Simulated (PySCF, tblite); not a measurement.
# C7H15 radical: geometry, infrared bands and EPR parameters

Wanted: the infrared bands and EPR parameters of C7H15 radical (`[CH2]CCC(C)(C)C`), by calculation.

Computed with tblite 0.8.0 and PySCF 2.14.0, with density-fitted response routines of our own, on a single molecule in the gas phase. Atoms count from 0, in the outputs and in this text.

## (1) Starting geometry

22 atoms, charge 0, multiplicity 2; geometry from: force field or distance geometry start.

Bonds of the start (Å): C0–C1 1.50, C1–C2 1.51, C2–C3 1.56, C3–C4 1.55, C3–C5 1.54, C3–C6 1.54, C0–H7 1.09, C0–H8 1.08, C1–H9 1.11, C1–H10 1.10, C2–H11 1.10, C2–H12 1.10, C4–H13 1.09, C4–H14 1.09, C4–H15 1.09, C5–H16 1.10, C5–H17 1.10, C5–H18 1.09, C6–H19 1.09, C6–H20 1.10, C6–H21 1.10.

## (2) Relaxing the molecule with GFN2-xTB

What the job is given:

```
{"job": {"kind": "relax", "xc": "GFN2-xTB", "basis": "xTB"}, "charge": 0, "multiplicity": 2}
C      3.105000     0.320000     0.156100
C      1.729400    -0.162100     0.511600
C      0.679800     0.419900    -0.406100
C     -0.791600    -0.009200    -0.133200
C     -0.953100    -1.540600    -0.263600
C     -1.239700     0.405700     1.282800
C     -1.708400     0.675800    -1.156800
H      3.472600     1.262900     0.565000
H      3.682100    -0.195100    -0.598500
H      1.533800     0.108000     1.566500
H      1.734000    -1.261500     0.465200
H      0.920700     0.155900    -1.444000
H      0.721600     1.521400    -0.346700
H     -0.389400    -2.083200     0.495300
H     -2.006400    -1.825700    -0.173300
H     -0.601600    -1.879900    -1.237900
H     -1.086400     1.484300     1.443200
H     -0.679200    -0.131400     2.063500
H     -2.298000     0.193500     1.450800
H     -1.434000     0.391600    -2.170700
H     -2.761500     0.402700    -0.993900
H     -1.639900     1.766300    -1.076300
```

Run with:

```
$ OMP_NUM_THREADS=1 python probes_run.py task.json out
```

This one command runs all jobs of the session in turn.

**Question.** This job is followed by: GFN2-xTB harmonic vibrations, gas phase; UKS B3LYP, pcH-1 on C H, non-relativistic, mean-field spin-orbit, GIAO. What will the session give for the following? strongest single infrared mode (GFN2-xTB); zero-point energy (GFN2-xTB); g(iso) (B3LYP); ⟨S²⟩; largest a(iso) (averaged by class); surface potential, 1st and 99th percentile.

The runs gave:

| quantity | value |
| --- | --- |
| strongest single infrared mode (GFN2-xTB) | 3033 cm⁻¹, 93 km/mol |
| zero-point energy (GFN2-xTB) | 125.1 kcal/mol |
| g(iso) (B3LYP) | 2.00257 |
| ⟨S²⟩ | 0.754 (exact 0.75) |
| largest a(iso) (averaged by class) | 13C on C0, 96.3 MHz |
| surface potential, 1st and 99th percentile | -0.53 V and 0.56 V |

In words: Over 27 steps the energy fell by 0.083 eV; of the close pairs, C1–C2 changed most, 1.511 to 1.550 Å. All 60 modes are real, so the xTB geometry is a minimum. Unscaled tight-binding wavenumbers are off by several per cent, some by more. Its intensities can rank the bands wrongly. C0 carries the largest spin population, 1.09 e. The isotropic g lies 0.2 ppt above the free-electron value.
